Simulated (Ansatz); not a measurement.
# Sn: the cost of one run

Method: DFT PBEsol, scalar-relativistic, plane waves, PAW, in Ansatz 0.2.0.

### Step 1. The starting structure

Symmetry: Immm, No. 71, orthorhombic system. The conventional cell has a = 3.453 Å, b = 3.551 Å, c = 4.677 Å, α = 90.00°, β = 90.00°, γ = 90.00°. Around Sn (site symmetry mmm) lie 12 Sn at 3.41 to 3.55 Å.

Structure file:

```cif
data_structure
_symmetry_space_group_name_H-M 'Immm'
_symmetry_Int_Tables_number 71
_cell_length_a 3.4531
_cell_length_b 3.5511
_cell_length_c 4.6767
_cell_angle_alpha 90.000
_cell_angle_beta 90.000
_cell_angle_gamma 90.000
_cell_volume 57.35
loop_
_atom_site_label
_atom_site_type_symbol
_atom_site_symmetry_multiplicity
_atom_site_Wyckoff_symbol
_atom_site_fract_x
_atom_site_fract_y
_atom_site_fract_z
_atom_site_occupancy
Sn1 Sn 2 a 0.00000 0.00000 0.00000 1
```

It goes back to an entry of the Materials Project, which need not be the stable form.

The cell is taken as given, not relaxed at this level.

### Step 2. The undisturbed cell

Input file input.yaml:

```yaml
crystal:
  lattice:
    - [-1.726539, 1.775547, 2.338342]
    - [1.726539, -1.775547, 2.338342]
    - [1.726539, 1.775547, -2.338342]
  atoms:
    - { symbol: Sn, position: [0.0, 0.0, 0.0] }
basis:
  ecutwfc: 420
kpoints:
  mp_grid: { grid: [22, 22, 22] }
hamiltonian:
  xc: pbesol
scf:
  occupations: { method: gaussian, width: 0.15 }
output:
  forces: true
  stress: true
  eigenvalues: true
```

What time and memory should one allow on 1 thread of an x86-64 CPU, shared host?

About 16 s, with a peak of 0.77 GiB.
